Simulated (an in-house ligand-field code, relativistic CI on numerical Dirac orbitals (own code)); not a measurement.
**d6 to d9 in a ligand field: terms by electron count**

Aim: the terms of a d6 to d9 shell from Racah B and C and the field, by exact diagonalisation.

Method: parametric ligand-field model of a d^n configuration (Racah B and C, spin-orbit zeta, crystal field), exact diagonalisation. Code: an in-house ligand-field code version 1.

## (1) Starting point

| Property | Result |
| --- | --- |
| shell | d6 to d9 |
| set 1 (cm⁻¹) | d6: B = 810, C = 3090, Oh, 10Dq = 17300 |
| set 2 (cm⁻¹) | d7: B = 810, C = 3090, Oh, 10Dq = 17300 |
| set 3 (cm⁻¹) | d8: B = 810, C = 3090, Oh, 10Dq = 17300 |
| set 4 (cm⁻¹) | d9: B = 810, C = 3090, Oh, 10Dq = 17300 |

## (2) Set 1

The run's settings:

```ini
n = 6
racah_B = 810  # cm-1
racah_C = 3090  # cm-1
zeta = 0  # cm-1
symmetry = Oh
field = {"10Dq": 17300}  # cm-1
```

The run is started by

```
$ python run_levels.py task.json out
```

One command runs all members of the session, one after another, from task.json.

## (3) Set 2

Changes to the settings of step 2:

```diff
@@ -1,2 +1,2 @@
-n = 6
+n = 7
 racah_B = 810  # cm-1
```

## (4) Set 3

Changes to the settings of step 3:

```diff
@@ -1,2 +1,2 @@
-n = 7
+n = 8
 racah_B = 810  # cm-1
```

## (5) Set 4

Changes to the settings of step 4:

```diff
@@ -1,2 +1,2 @@
-n = 8
+n = 9
 racah_B = 810  # cm-1
```

(Steps that only read results are left out.)

**Question.** What will these runs give? Wanted: lowest terms; sets at their largest spin, of those that allow S over 1.

The runs gave:

| set | 10Dq/B (size) | lowest | S | electrons in z² and x²-y² | first level of the same spin (cm⁻¹) |
| --- | --- | --- | --- | --- | --- |
| 1: Oh, d6 | 21.4 | 1A1 | 0.00 | 0.06 | 1T1 15514 |
| 2: Oh, d7 | 21.4 | 2E | 0.50 | 1.05 | 2T1 15339 |
| 3: Oh, d8 | 21.4 | 3A2 | 1.00 | 2.00 | 3T2 17300 |
| 4: Oh, d9 | 21.4 | 2E | 0.50 | 3.00 | 2T2 17300 |

| quantity | value |
| --- | --- |
| lowest terms | 1: 1A1, 2: 2E, 3: 3A2, 4: 2E |
| sets at their largest spin, of those that allow S over 1 | none |

**Reading.** 2 of 4 sets have the highest spin that their shell allows. B, C and the field are free parameters here, not those of a compound.
